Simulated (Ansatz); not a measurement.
**PdI (zincblende type): a single-point run**

Wanted: a converged single-point run for PdI (zincblende type), and a check of what comes out. The structure is shown as the input types it.

Computed with Ansatz 0.2.0 (DFT, PBEsol, norm-conserving pseudopotentials, Ansatz's default files, scalar-relativistic, unless a step's input says otherwise).

## 1. The starting structure

Symmetry: F-43m, No. 216, cubic system. Conventional cell: a = 6.075 Å, b = 6.075 Å, c = 6.075 Å, α = 90.00°, β = 90.00°, γ = 90.00°. Pd (site symmetry -43m) is surrounded by 4 I at 2.63 Å. I (site symmetry -43m) is surrounded by 4 Pd at 2.63 Å.

Structure file:

```cif
data_structure
_symmetry_space_group_name_H-M 'P 1'
_symmetry_Int_Tables_number 1
_cell_length_a 4.2958
_cell_length_b 4.2958
_cell_length_c 4.2958
_cell_angle_alpha 60.000
_cell_angle_beta 60.000
_cell_angle_gamma 60.000
_cell_volume 56.05
loop_
_atom_site_label
_atom_site_type_symbol
_atom_site_fract_x
_atom_site_fract_y
_atom_site_fract_z
_atom_site_occupancy
Pd1 Pd 0.00000 0.00000 0.00000 1
I1 I 0.25000 0.25000 0.25000 1
```

## 2. The calculation

The input, input.yaml:

```yaml
crystal:
  lattice:
    - [0.0, 3.0375707548, 3.0375707548]
    - [3.0375707548, 0.0, 3.0375707548]
    - [3.0375707548, 3.0375707548, 0.0]
  atoms:
    - { symbol: Pd, position: [0.0, 0.0, 0.0] }
    - { symbol: I, position: [0.25, 0.25, 0.25] }
kpoints:
  mp_grid: { grid: [12, 12, 12], kspacing: 0.3 }
scf:
  occupations: { method: fermi_dirac, width: 0.1 }
  max_iter: 100
hamiltonian:
  xc: pbesol
  pseudopotentials: { kind: nc }
output:
  forces: true
  stress: true
  eigenvalues: true
```

Launch:

```
$ ansatz run input.yaml --threads 1 --pin off --max-ram 2048MiB --backend cpu --events-out ev --progress --plain --runs-dir out
```

What happens when this is run?

The run ended at the input check. It says: «invalid value for `kpoints.mp_grid.kspacing`: mutually exclusive with `grid` — set one or the other»

The suspect setting: kpoints.mp_grid.kspacing is 0.3. The mesh can't be built from what was typed.

Fix: delete kpoints.mp_grid.kspacing.
